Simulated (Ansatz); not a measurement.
# YIn: the cost of one run

Method: DFT LDA, scalar-relativistic, plane waves, PAW, in Ansatz 0.2.0.

### 1 The system as given

It takes space group P4/mmm (No. 123, tetragonal). The conventional cell has a = 3.542 Å, b = 3.542 Å, c = 4.195 Å, α = 90.00°, β = 90.00°, γ = 90.00°. Y (site symmetry 4/mmm) has 8 In at 3.27 Å and 4 Y at 3.54 Å as nearest neighbours. Around In (site symmetry 4/mmm) lie 8 Y at 3.27 Å and 4 In at 3.54 Å.

As a file:

```cif
data_structure
_symmetry_space_group_name_H-M 'P4/mmm'
_symmetry_Int_Tables_number 123
_cell_length_a 3.5424
_cell_length_b 3.5424
_cell_length_c 4.1950
_cell_angle_alpha 90.000
_cell_angle_beta 90.000
_cell_angle_gamma 90.000
_cell_volume 52.64
loop_
_atom_site_label
_atom_site_type_symbol
_atom_site_symmetry_multiplicity
_atom_site_Wyckoff_symbol
_atom_site_fract_x
_atom_site_fract_y
_atom_site_fract_z
_atom_site_occupancy
Y1 Y 1 a 0.00000 0.00000 0.00000 1
In1 In 1 d 0.50000 0.50000 0.50000 1
```

The structure comes from the Materials Project (structure only).

### 2 Quick check of gap, pressure and forces

input.yaml reads:

```yaml
crystal:
  lattice:
    - [3.5424350136, 0.0, 0.0]
    - [0.0, 3.5424350136, 0.0]
    - [0.0, 0.0, 4.19496077]
  atoms:
    - { symbol: "Y", position: [0.0, 0.0, 0.0] }
    - { symbol: In, position: [0.5, 0.5, 0.5] }
basis:
  ecutwfc: 420
kpoints:
  mp_grid: { grid: [6, 6, 4] }
hamiltonian:
  xc: lda
scf:
  occupations: { method: gaussian, width: 0.1 }
output:
  forces: true
  stress: true
  eigenvalues: true
```

Started as:

```console
ansatz run input.yaml --threads 1 --pin off --max-ram 1228MiB --backend cpu --events-out ev --progress --plain --runs-dir out
```

**Question.** How long does this run take on 1 thread of an x86-64 CPU, shared host, and how much memory does it need?

About 1.8 s, with a peak of 0.38 GiB.
